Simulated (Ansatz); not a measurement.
# TaO2: a line through an energy map, part 2 of 2

One line of a two-coordinate grid on TaO₂ (P4_2/mnm, No. 136; 6 atoms in the cell): volume per atom is varied, at c/a of the conventional cell = 0.590.

Ansatz 0.2.0; DFT PBEsol, scalar-relativistic, plane waves, PAW.

## 8. Point (11.452 Å³, 0.590)

File input.yaml:

```yaml
crystal:
  lattice:
    - [4.8840032077, 0.0, 0.0]
    - [0.0, 4.8840032077, 0.0]
    - [0.0, 0.0, 2.8805850919]
  atoms:
    - { symbol: Ta, position: [0.0, 0.0, 0.5] }
    - { symbol: Ta, position: [0.5, 0.5, 0.0] }
    - { symbol: O, position: [0.7134820449, 0.2865179551, 0.5] }
    - { symbol: O, position: [0.2865179551, 0.7134820449, 0.5] }
    - { symbol: O, position: [0.2134820449, 0.2134820449, 0.0] }
    - { symbol: O, position: [0.7865179551, 0.7865179551, 0.0] }
basis:
  ecutwfc: 520.0
kpoints:
  mp_grid: { grid: [10, 10, 16] }
hamiltonian:
  xc: pbesol
  pseudopotentials: { kind: paw, azcp: { folder: soft_1 } }
scf:
  occupations: { method: gaussian, width: 0.15 }
output:
  forces: true
  stress: true
  eigenvalues: true
```

Launch:

```
ansatz run input.yaml --threads 4 --pin off --max-ram 8192MiB --backend cpu --events-out ev --progress --plain --runs-dir out
```

The log of the run, shortened:

```text
[...]
SCF converged after 9 iterations
Free energy (F): -21863.913321 eV
[...]
E sigma→0 (E₀):  -21863.900716 eV
Entropy (-TS):   -0.025211 eV (-4.202 meV/atom)
Fermi energy:    14.067930 eV
[...]
--- Forces (eV/Å), atoms counted from 1 ---
  atom   1  Ta     0.00000000    -0.00000000     0.00000000
  atom   2  Ta     0.00000000     0.00000000     0.00000000
  atom   3  O     -0.16201975     0.16201975     0.00000000
  atom   4  O      0.16201975    -0.16201975     0.00000000
  atom   5  O     -0.16201975    -0.16201975     0.00000000
  atom   6  O      0.16201975     0.16201975     0.00000000
[...]
--- Stress (GPa, compression-positive) ---
        6.953196       0.000000       0.000000
        0.000000       6.953196       0.000000
        0.000000       0.000000      -0.027861
  P = ⅓ Tr σ = 4.6262 GPa (46.262 kbar)
--- Band table (eV; the first three rows and the last of 189) ---
[...]
```

Run time: 7 s. Hardware: 4 threads of Arm Neoverse V2, shared host; peak memory 0.65 GiB.

On the map this point reads 7 meV/atom.

## 9. Point (11.638 Å³, 0.590)

Changes to input.yaml since step 8:

```diff
@@ -2,5 +2,5 @@
   lattice:
-    - [4.8840032077, 0.0, 0.0]
-    - [0.0, 4.8840032077, 0.0]
-    - [0.0, 0.0, 2.8805850919]
+    - [4.910282799, 0.0, 0.0]
+    - [0.0, 4.910282799, 0.0]
+    - [0.0, 0.0, 2.8960847948]
   atoms:
```

Launch:

```
ansatz run input.yaml --threads 4 --pin off --max-ram 8192MiB --backend cpu --events-out ev --progress --plain --runs-dir out
```

The log of the run, shortened:

```text
[...]
SCF converged after 8 iterations
Free energy (F): -21863.929189 eV
[...]
E sigma→0 (E₀):  -21863.916319 eV
Entropy (-TS):   -0.025741 eV (-4.290 meV/atom)
Fermi energy:    13.762408 eV
[...]
--- Forces (eV/Å), atoms counted from 1 ---
  atom   1  Ta     0.00000000    -0.00000000     0.00000000
  atom   2  Ta     0.00000000     0.00000000     0.00000000
  atom   3  O     -0.17578056     0.17578056     0.00000000
  atom   4  O      0.17578056    -0.17578056     0.00000000
  atom   5  O     -0.17578056    -0.17578056     0.00000000
  atom   6  O      0.17578056     0.17578056     0.00000000
[...]
--- Stress (GPa, compression-positive) ---
        2.247241       0.000000       0.000000
        0.000000       2.247241       0.000000
        0.000000       0.000000      -4.495323
  P = ⅓ Tr σ = -0.0003 GPa (-0.003 kbar)
--- Band table (eV; the first three rows and the last of 189) ---
[...]
```

Wall time 7 s (4 threads of Arm Neoverse V2, shared host); peak memory 0.65 GiB.

That is 3.9 meV/atom from the zero.

## 10. Grid point (11.824 Å³, 0.590)

Changes to input.yaml since step 9:

```diff
@@ -2,5 +2,5 @@
   lattice:
-    - [4.910282799, 0.0, 0.0]
-    - [0.0, 4.910282799, 0.0]
-    - [0.0, 0.0, 2.8960847948]
+    - [4.9363237402, 0.0, 0.0]
+    - [0.0, 4.9363237402, 0.0]
+    - [0.0, 0.0, 2.911443742]
   atoms:
```

Launch:

```
ansatz run input.yaml --threads 4 --pin off --max-ram 8192MiB --backend cpu --events-out ev --progress --plain --runs-dir out
```

The log of the run, shortened:

```text
Warning: <dir> the record states the generating functional pbe (its physics header spells it `PBE`), which answers neither for hamiltonian.xc's functional nor for the pbesol family's — results may be inconsistent (PPs are generated against a specific XC)
[...]
Warning: RAYON_NUM_THREADS=4 ignored (pool sized by the plan → 4); use --threads N
[...]
Pseudopotentials: kind: paw
Pseudopotential: Ta, paw, valence charge 13, recommended cutoff 420 eV (normal), <dir>
Pseudopotential: O, paw, valence charge 6, recommended cutoff 420 eV (normal), <dir>
Functional definition: PBEsol
[...]
Crystal: 6 atoms, lattice volume = 70.944 Å³
Basis set: ecut = 520 eV, 1903 PW (Γ), exchange–correlation on 80×80×48 points (8 copies of the dense FFT grid, shifted against one another)
Bands: 31, of which v1, the nominal top of the filled ones, is band 25 counted from 1 (24 counted from 0)
Symmetry: 16 space group operations
Space group: P42/mnm (ITA 136), of the structure as read, at distance tolerance 4.1e-5 Å
k-points: 189 of 1600
[...]
SCF iter   1: F=—  HF=-21864.162923 eV  |F-HF|=—  |Δ(HF+E_count)|=         —  Δρ=5.38e-2  dr2=1.55e0  ethr=3.10e-3  ⟨swp⟩=5.1  Hψ=24778  notcnv=0
[...]
SCF iter   8: F=-21863.914162 eV  HF=-21863.914162 eV  |F-HF|=2.56e-8  |Δ(HF+E_count)|=   1.40e-6  Δρ=8.51e-6  dr2=3.80e-8  ethr=2.00e-10  ⟨swp⟩=8.6  Hψ=29373  notcnv=0
[...]
SCF converged after 8 iterations
Free energy (F): -21863.914162 eV
[...]
E sigma→0 (E₀):  -21863.901017 eV
Entropy (-TS):   -0.026289 eV (-4.382 meV/atom)
Fermi energy:    13.464845 eV
[...]
--- Forces (eV/Å), atoms counted from 1 ---
  atom   1  Ta     0.00000000    -0.00000000     0.00000000
  atom   2  Ta     0.00000000     0.00000000     0.00000000
  atom   3  O     -0.18865412     0.18865412     0.00000000
  atom   4  O      0.18865412    -0.18865412     0.00000000
  atom   5  O     -0.18865412    -0.18865412     0.00000000
  atom   6  O      0.18865412     0.18865412     0.00000000
[...]
--- Stress (GPa, compression-positive) ---
       -2.079567       0.000000       0.000000
        0.000000      -2.079567       0.000000
        0.000000       0.000000      -8.591264
  P = ⅓ Tr σ = -4.2501 GPa (-42.501 kbar)
--- Band table (eV; the first three rows and the last of 189) ---
[...]
```

Run time: 7.1 s. Hardware: 4 threads of Arm Neoverse V2, shared host; peak memory 0.66 GiB.

On the map this point reads 6 meV/atom.

## 11. The run at (12.010 Å³, 0.590)

Changes to input.yaml since step 10:

```diff
@@ -2,5 +2,5 @@
   lattice:
-    - [4.9363237402, 0.0, 0.0]
-    - [0.0, 4.9363237402, 0.0]
-    - [0.0, 0.0, 2.911443742]
+    - [4.9620731605, 0.0, 0.0]
+    - [0.0, 4.9620731605, 0.0]
+    - [0.0, 0.0, 2.92663075]
   atoms:
```

Launch:

```
ansatz run input.yaml --threads 4 --pin off --max-ram 8192MiB --backend cpu --events-out ev --progress --plain --runs-dir out
```

The log of the run, shortened:

```text
[...]
SCF converged after 8 iterations
Free energy (F): -21863.870795 eV
[...]
E sigma→0 (E₀):  -21863.857369 eV
Entropy (-TS):   -0.026852 eV (-4.475 meV/atom)
Fermi energy:    13.175614 eV
[...]
--- Forces (eV/Å), atoms counted from 1 ---
  atom   1  Ta     0.00000000    -0.00000000     0.00000000
  atom   2  Ta    -0.00000000    -0.00000000    -0.00000000
  atom   3  O     -0.20069254     0.20069254     0.00000000
  atom   4  O      0.20069254    -0.20069254    -0.00000000
  atom   5  O     -0.20069254    -0.20069254     0.00000000
  atom   6  O      0.20069254     0.20069254    -0.00000000
[...]
--- Stress (GPa, compression-positive) ---
       -6.049243       0.000000       0.000000
        0.000000      -6.049243       0.000000
        0.000000       0.000000     -12.338082
  P = ⅓ Tr σ = -8.1455 GPa (-81.455 kbar)
--- Band table (eV; the first three rows and the last of 189) ---
[...]
```

It took 7.4 s on 4 threads of Arm Neoverse V2, shared host; peak memory 0.67 GiB.

On the map this point reads 14 meV/atom.

## 12. The run at (12.196 Å³, 0.590)

Changes to input.yaml since step 11:

```diff
@@ -2,5 +2,5 @@
   lattice:
-    - [4.9620731605, 0.0, 0.0]
-    - [0.0, 4.9620731605, 0.0]
-    - [0.0, 0.0, 2.92663075]
+    - [4.9875580786, 0.0, 0.0]
+    - [0.0, 4.9875580786, 0.0]
+    - [0.0, 0.0, 2.9416617548]
   atoms:
```

Launch:

```
ansatz run input.yaml --threads 4 --pin off --max-ram 8192MiB --backend cpu --events-out ev --progress --plain --runs-dir out
```

The log of the run, shortened:

```text
Warning: <dir> the record states the generating functional pbe (its physics header spells it `PBE`), which answers neither for hamiltonian.xc's functional nor for the pbesol family's — results may be inconsistent (PPs are generated against a specific XC)
[...]
Warning: RAYON_NUM_THREADS=4 ignored (pool sized by the plan → 4); use --threads N
[...]
Pseudopotentials: kind: paw
Pseudopotential: Ta, paw, valence charge 13, recommended cutoff 420 eV (normal), <dir>
Pseudopotential: O, paw, valence charge 6, recommended cutoff 420 eV (normal), <dir>
Functional definition: PBEsol
[...]
Crystal: 6 atoms, lattice volume = 73.176 Å³
Basis set: ecut = 520 eV, 1999 PW (Γ), exchange–correlation on 80×80×48 points (8 copies of the dense FFT grid, shifted against one another)
Bands: 31, of which v1, the nominal top of the filled ones, is band 25 counted from 1 (24 counted from 0)
Symmetry: 16 space group operations
Space group: P42/mnm (ITA 136), of the structure as read, at distance tolerance 4.2e-5 Å
k-points: 189 of 1600
[...]
SCF iter   1: F=—  HF=-21863.998265 eV  |F-HF|=—  |Δ(HF+E_count)|=         —  Δρ=5.28e-2  dr2=1.44e0  ethr=3.10e-3  ⟨swp⟩=5.1  Hψ=24700  notcnv=0
[...]
SCF iter   9: F=-21863.801437 eV  HF=-21863.801437 eV  |F-HF|=1.26e-9  |Δ(HF+E_count)|=   5.04e-8  Δρ=1.89e-6  dr2=1.83e-9  ethr=2.00e-10  ⟨swp⟩=9.0  Hψ=23417  notcnv=0
[...]
SCF converged after 9 iterations
Free energy (F): -21863.801437 eV
[...]
E sigma→0 (E₀):  -21863.787724 eV
Entropy (-TS):   -0.027427 eV (-4.571 meV/atom)
Fermi energy:    12.894041 eV
[...]
--- Forces (eV/Å), atoms counted from 1 ---
  atom   1  Ta     0.00000000    -0.00000000     0.00000000
  atom   2  Ta     0.00000000     0.00000000     0.00000000
  atom   3  O     -0.21195847     0.21195847     0.00000000
  atom   4  O      0.21195847    -0.21195847     0.00000000
  atom   5  O     -0.21195847    -0.21195847     0.00000000
  atom   6  O      0.21195847     0.21195847     0.00000000
[...]
--- Stress (GPa, compression-positive) ---
       -9.693458       0.000000       0.000000
        0.000000      -9.693458       0.000000
        0.000000       0.000000     -15.767049
  P = ⅓ Tr σ = -11.7180 GPa (-117.180 kbar)
--- Band table (eV; the first three rows and the last of 189) ---
[...]
```

It took 7.3 s on 4 threads of Arm Neoverse V2, shared host; peak memory 0.67 GiB.

That is 25 meV/atom from the zero.

## 13. Point (12.383 Å³, 0.590)

Changes to input.yaml since step 12:

```diff
@@ -2,5 +2,5 @@
   lattice:
-    - [4.9875580786, 0.0, 0.0]
-    - [0.0, 4.9875580786, 0.0]
-    - [0.0, 0.0, 2.9416617548]
+    - [5.0129201289, 0.0, 0.0]
+    - [0.0, 5.0129201289, 0.0]
+    - [0.0, 0.0, 2.956620292]
   atoms:
```

Launch:

```
ansatz run input.yaml --threads 4 --pin off --max-ram 8192MiB --backend cpu --events-out ev --progress --plain --runs-dir out
```

The log of the run, shortened:

```text
[...]
SCF converged after 9 iterations
Free energy (F): -21863.707680 eV
[...]
E sigma→0 (E₀):  -21863.693673 eV
Entropy (-TS):   -0.028015 eV (-4.669 meV/atom)
Fermi energy:    12.618499 eV
[...]
--- Forces (eV/Å), atoms counted from 1 ---
  atom   1  Ta     0.00000000    -0.00000000     0.00000000
  atom   2  Ta    -0.00000000     0.00000000    -0.00000000
  atom   3  O     -0.22258842     0.22258842     0.00000000
  atom   4  O      0.22258842    -0.22258842    -0.00000000
  atom   5  O     -0.22258842    -0.22258842     0.00000000
  atom   6  O      0.22258842     0.22258842    -0.00000000
[...]
--- Stress (GPa, compression-positive) ---
      -13.055341       0.000000       0.000000
        0.000000     -13.055341       0.000000
        0.000000       0.000000     -18.920238
  P = ⅓ Tr σ = -15.0103 GPa (-150.103 kbar)
--- Band table (eV; the first three rows and the last of 189) ---
[...]
```

It took 8.2 s on 4 threads of Arm Neoverse V2, shared host; peak memory 0.68 GiB.

On the map this point reads 41 meV/atom.

## 14. Results

What follows sums up all 2 parts.

| volume per atom (Å³) | step | energy (meV/atom) | slope (meV/atom per Å³) | pressure (GPa) | largest force on an atom (eV/Å) |
| --- | --- | --- | --- | --- | --- |
| 10.707 | 3 | 79 | −173 | 27.7 | 0.136 |
| 10.893 | 4 | 50 | −132 | 21.2 | 0.162 |
| 11.079 | 5 | 29 | −95 | 15.2 | 0.186 |
| 11.265 | 7 | 15 | −61 | 9.7 | 0.208 |
| 11.452 | 8 | 7 | −29 | 4.6 | 0.229 |
| 11.638 | 9 | 3.9 | 0 | 0.0 | 0.249 |
| 11.824 | 10 | 6 | 27 | −4.2 | 0.267 |
| 12.010 | 11 | 14 | 51 | −8.1 | 0.284 |
| 12.196 | 12 | 25 | 73 | −11.7 | 0.300 |
| 12.383 | 13 | 41 | 94 | −15.0 | 0.315 |
| 12.569 | – | 60 | 112 | −18.0 | 0.329 |

Energies count from the relaxed crystal. Rows without a step come from runs not printed here or follow by symmetry. Slopes come from the forces (and the stress, where the cell changes), not from differences of energies.

```csv
run,outcome
"step 6, run with occupations.method tetrahedron_uncorrected, width left out (against step 5)",+7.6 meV/atom
```

In words: Along the line the energy is lowest at 11.638 Å³, 3.9 meV/atom from the zero. Energies and slopes round the minimum, fitted together, put the minimum at 11.6380 Å³, with a curvature of about 150 meV/atom per (Å³)². V·d²E/dV² there is about 280 GPa, a bulk modulus under this line's constraint. The highest point computed, at 10.707 Å³, lies 75 meV/atom above the lowest. This is one cut through a surface in two coordinates; the map's lowest point lies off it. Spin-orbit coupling is left out for Ta.
